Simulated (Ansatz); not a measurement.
**Ga(NH3)2H3 (GaN2H9): structure and electronic state**

Aim: characterise Ga(NH3)2H3 (GaN2H9) as a singlet: its structure, frontier levels and distribution of charge.

The runs use Ansatz 0.2.0, Gaussian basis; RKS PBE0-D4/def2-TZVP.

Plan: relaxation at PBE-D4/def2-SVP; a search for the lowest solution at PBE0-D4/def2-SVP; a single point at PBE0-D4/def2-TZVP.

## 1. Starting geometry

12 atoms, charge 0, spin multiplicity 1.

Atoms are counted from 1 here; the program's logs count them from 0.

Bond lengths: Ga1–H10 1.551 Å, Ga1–H11 1.551 Å, Ga1–H12 1.551 Å, N2–H3 1.008 Å, N2–H4 1.008 Å, N2–H5 1.009 Å, N6–H7 1.008 Å, N6–H8 1.008 Å, N6–H9 1.008 Å. Angles: H10–Ga1–H11 120.0°, H10–Ga1–H12 119.9°, H11–Ga1–H12 120.1°, H3–N2–H4 107.3°, H3–N2–H5 107.2°, H4–N2–H5 107.3°, H7–N6–H8 107.3°, H7–N6–H9 107.3°, H8–N6–H9 107.3°.

Geometry (Å):

```tsv
atom	x (Å)	y (Å)	z (Å)
Ga1	-0.00134	-0.00013	0.00146
N2	-0.00256	-0.01642	2.45771
H3	-0.93924	0.03273	2.82805
H4	0.51155	0.76386	2.83706
H5	0.41876	-0.85766	2.82108
N6	0.00223	0.01690	-2.45808
H7	-0.93364	0.01939	-2.83355
H8	0.47381	-0.79071	-2.83522
H9	0.47167	0.83324	-2.81861
H10	1.54935	-0.01237	0.00103
H11	-0.76549	1.34941	0.00731
H12	-0.78511	-1.33824	-0.00824
```

The start is a GFN1-xTB geometry.

## 2. Relaxation at PBE-D4/def2-SVP

in.yaml

```yaml
crystal:
  periodic: [false, false, false]
  atoms:
    - {symbol: Ga, position_ang: [-0.001340, -0.000130, 0.001460]}
    - {symbol: N, position_ang: [-0.002560, -0.016420, 2.457710]}
    - {symbol: H, position_ang: [-0.939240, 0.032730, 2.828050]}
    - {symbol: H, position_ang: [0.511550, 0.763860, 2.837060]}
    - {symbol: H, position_ang: [0.418760, -0.857660, 2.821080]}
    - {symbol: N, position_ang: [0.002230, 0.016900, -2.458080]}
    - {symbol: H, position_ang: [-0.933640, 0.019390, -2.833550]}
    - {symbol: H, position_ang: [0.473810, -0.790710, -2.835220]}
    - {symbol: H, position_ang: [0.471670, 0.833240, -2.818610]}
    - {symbol: H, position_ang: [1.549350, -0.012370, 0.001030]}
    - {symbol: H, position_ang: [-0.765490, 1.349410, 0.007310]}
    - {symbol: H, position_ang: [-0.785110, -1.338240, -0.008240]}
basis:
  gaussian: {orbitals: def2-SVP}
hamiltonian: {xc: pbe, dispersion: d4}
scf: {omitted_lower_state_checks: [starts]}
output: {orbitals: {seedname: orbitals}}
relax: {f_tol: 0.02, max_steps: 100}
```

On the command line:

```console
ansatz run in.yaml --threads 2 --pin off --events-out ev --progress --plain --max-ram 4352MiB
```

After this run come: Searching for the lowest solution, PBE0-D4/def2-SVP; Single point, PBE0-D4/def2-TZVP.

**Question.** What will the summary of the whole plan be? Wanted: point group; commonest bond; HOMO, LUMO at PBE0-D4/def2-TZVP; dipole at PBE-D4/def2-SVP.

As calculated:

```
                       quantity                          value
                    point group                            D3h
                 commonest bond  H–N, 6 of mean length 1.028 Å
HOMO, LUMO at PBE0-D4/def2-TZVP                 -6.90, 0.48 eV
      dipole at PBE-D4/def2-SVP                         0.00 D
```

**Reading.** The molecule keeps its bonding pattern by the stored test; the atoms moved 0.09 Å (rms). No usable vibrations, so a minimum isn't proven.
